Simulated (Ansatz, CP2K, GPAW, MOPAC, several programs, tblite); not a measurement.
## Many methods on one cell: Mg₂SO (ordering on rocksalt)

Mg₂SO as one 4-atom ordering (R-3m) on the rocksalt lattice, relaxed with r2SCAN in Ansatz, was computed with several methods. The symmetry is R-3m (No. 166, trigonal); a = 3.340 Å, c = 16.492 Å in the conventional setting, 13.28 Å³ an atom. O is surrounded by 6 Mg at 2.26 Å; S is surrounded by 6 Mg at 2.48 Å; Mg is surrounded by 3 O at 2.26 Å and 3 S at 2.48 Å. All values are calculated for a non-magnetic cell, which may be hypothetical.

```
O S Mg
1.0
     1.66996    0.96415    5.49749
    -1.66996    0.96415    5.49749
     0.00000   -1.92831    5.49749
O S Mg
1 1 2
Cartesian
  1.6700 0.9642 5.4975
  0.0000 0.0000 8.2462
  0.0000 0.0000 4.3154
  0.0000 0.0000 12.1770
```

Gaps and times are for a single point on this cell; volume and bulk modulus come from each method's own relaxation or energy curve at fixed shape, which is too stiff where a cell has free coordinates or axes. Times are rough, from shared hosts (Arm Neoverse V1), and each method has its own mesh and cell size. A dagger marks a closed or tiny gap in a crystal that DFT finds insulating: a failure of the method or a wrong SCF state. A double dagger marks a value from a curve with shape and coordinates held. PM7 (MOPAC), GFN1-xTB (tblite) treat a cluster of cells at its zone centre, which samples few k points: where these miss a band edge, the gap comes out too large for that reason alone. Gaps from k meshes are read at a limited set of points (mesh, symmetry points, PBE's band edges), so each method's own least gap may be somewhat smaller. xTB and the PM methods were fitted mostly to molecules, and can miss a solid's gap by electronvolts. Minimal bases can be far off for gaps. GLLB-SC's gap includes the derivative discontinuity. d marks a direct gap, i an indirect one (no mark: not told apart), a dash a value that wasn't computed or didn't pass its checks.

```
                              method              kind  gap (eV)  own volume (Å³/atom)  bulk modulus (GPa)  atoms computed  processor time
light PBE (260 eV and a coarse mesh)  light plane-wave    0.91 d                     –                   –               4           1.1 s
                                 PBE         semilocal    1.00 d                 13.60                 99‡               4           8.1 s
                   GFN1-xTB (tblite)     tight binding     0.00†                13.98‡                 77‡             108           8.2 s
                              r2SCAN         semilocal    1.63 d                 13.28                108‡               4            22 s
                      PBE/SZV (CP2K)       small basis    0.15 d                     –                   –               4            46 s
                     PBE/DZVP (CP2K)       small basis    0.74 d                     –                   –               4            48 s
              PBE/single zeta (GPAW)       small basis    0.82 d                     –                   –               4            67 s
                         PM7 (MOPAC)    semi-empirical      2.58                     –                   –             108         2.1 min
                      GLLB-SC (GPAW)   model potential      2.72                     –                   –               4         2.2 min
```

Against r2SCAN (1.63 eV) and with closed or daggered gaps left aside, the nearest gap at the points sampled is that of PBE (-0.63 eV) and the farthest that of PBE/SZV (CP2K) (-1.48 eV). r2SCAN is only a yardstick of convenience: semilocal gaps usually lie below measured ones, which GLLB-SC and hybrids aim to mend.

Volumes against r2SCAN's: PBE +2.5 %.

Runs without a result: GFN2-xTB (tblite) (single point).
